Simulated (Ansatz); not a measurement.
# C3H2F6: one species, many methods

The task here is to estimate one member of a computed series from the others.

Program: Ansatz 0.2.0, Gaussian basis. Level of theory: functionals in def2-TZVPP, the program's frozen cores in correlated methods. These are calculated values, not measurements.

Levels to be run: LDA (SPW92), PBE-D4, revPBE-D4, BLYP-D4, r2SCAN-D4, B97M-V, PBE0-D4, B3LYP-D4, r2SCANh-D4, r2SCAN0-D4, HSE06-D4, BHLYP-D4, CAM-B3LYP-D4, LC-ωPBE, ωB97X-V, ωB97M-V, B2PLYP, PBE-QIDH; CCSD(T)/def2-SVP; CCSD(T)/def2-TZVPP; MP2/def2-QZVPP; extrapolation to the limit; RPA on PBE.

## The relaxed structure

All runs share one geometry, relaxed beforehand with PBE0-D4 in a triple-zeta def2 set.

SMILES `FCC(F)(F)C(F)(F)F`, 11 atoms, charge 0, spin multiplicity 1.

Atoms are counted from 1 here; the program's logs count them from 0.

Bond lengths: F1–C2 1.365 Å, C2–C3 1.517 Å, C2–H10 1.092 Å, C2–H11 1.092 Å, C3–F4 1.346 Å, C3–F5 1.346 Å, C3–C6 1.544 Å, C6–F7 1.322 Å, C6–F8 1.333 Å, C6–F9 1.332 Å. Angles: F1–C2–C3 108.9°, F1–C2–H10 109.4°, F1–C2–H11 109.4°, C3–C2–H10 109.4°, C3–C2–H11 109.4°, H10–C2–H11 110.2°, C2–C3–F4 110.5°, C2–C3–F5 110.5°, C2–C3–C6 112.4°, F4–C3–F5 108.0°, F4–C3–C6 107.6°, F5–C3–C6 107.6°, C3–C6–F7 110.9°, C3–C6–F8 110.1°, C3–C6–F9 110.1°, F7–C6–F8 108.8°, F7–C6–F9 108.8°, F8–C6–F9 108.3°.

Set-up of the first run:

in.yaml reads:

```yaml
crystal:
  periodic: [false, false, false]
  atoms:
    - {symbol: F, position_ang: [-1.802975, 0.031829, -1.619712]}
    - {symbol: C, position_ang: [-0.554260, 0.293961, -1.135319]}
    - {symbol: C, position_ang: [-0.437123, -0.289055, 0.259983]}
    - {symbol: F, position_ang: [-0.643768, -1.618567, 0.233465]}
    - {symbol: F, position_ang: [-1.355321, 0.258577, 1.077398]}
    - {symbol: C, position_ang: [0.952991, -0.043909, 0.886376]}
    - {symbol: F, position_ang: [1.017390, -0.555395, 2.103967]}
    - {symbol: F, position_ang: [1.198138, 1.264140, 0.957266]}
    - {symbol: F, position_ang: [1.898675, -0.605886, 0.134473]}
    - {symbol: H, position_ang: [0.192355, -0.167358, -1.785938]}
    - {symbol: H, position_ang: [-0.400701, 1.374661, -1.091456]}
basis:
  gaussian: {orbitals: def2-TZVPP}
hamiltonian: {xc: lda}
output: {orbitals: {seedname: orbitals}}
```

The run is started by

```console
> ansatz run in.yaml --threads 2 --pin off --events-out ev --progress --plain --max-ram 32768MiB --backend cuda --devices 0, --max-vram 18GiB
```

Among the steps run: LDA; PBE-D4 (GGA); revPBE-D4 (GGA); BLYP-D4 (GGA); r2SCAN-D4 (meta-GGA); B97M-V (meta-GGA); PBE0-D4 (hybrid); B3LYP-D4 (hybrid); r2SCANh-D4 (hybrid); r2SCAN0-D4 (hybrid); HSE06-D4 (hybrid); BHLYP-D4 (hybrid); CAM-B3LYP-D4 (range-separated); LC-ωPBE (range-separated); ωB97X-V (range-separated); ωB97M-V (range-separated); B2PLYP (double hybrid); PBE-QIDH (double hybrid).

One of the session's tables, all rows but one given; the rest of the session is left out.

It belongs to the step «Orbital energies across the functionals». 

```
  functional  HOMO (eV)  LUMO (eV)  gap (eV)
 LDA (SPW92)      -8.59      -0.61      7.98
      PBE-D4      -8.36      -0.25      8.11
   revPBE-D4      -8.26      -0.10      8.16
     BLYP-D4      -8.35      -0.17      8.18
   r2SCAN-D4      -8.78       0.15      8.93
      B97M-V      -8.96       0.13      9.09
     PBE0-D4     -10.20       0.86     11.05
    B3LYP-D4     -10.00       0.52     10.51
  r2SCANh-D4      -9.46       0.55     10.01
  r2SCAN0-D4     -10.48       1.13     11.61
    HSE06-D4      -9.78       0.47     10.26
    BHLYP-D4          ?          ?         ?
CAM-B3LYP-D4     -11.78       1.82     13.60
     LC-ωPBE     -13.00       3.19     16.20
     ωB97X-V     -12.69       3.04     15.73
     ωB97M-V     -12.61       2.67     15.27
```

Estimate the missing values for BHLYP-D4.

Worked estimate for «HOMO (eV)». Against the share of exact exchange, BLYP-D4 (0, -8.35), B3LYP-D4 (0.2, -10.00) give a slope of -8.25 per unit share; at 0.5 the line stands at -12.47.

As computed: HOMO (eV): -12.05; LUMO (eV): 1.76; gap (eV): 13.81. In «HOMO (eV)» the line misses by -0.42.
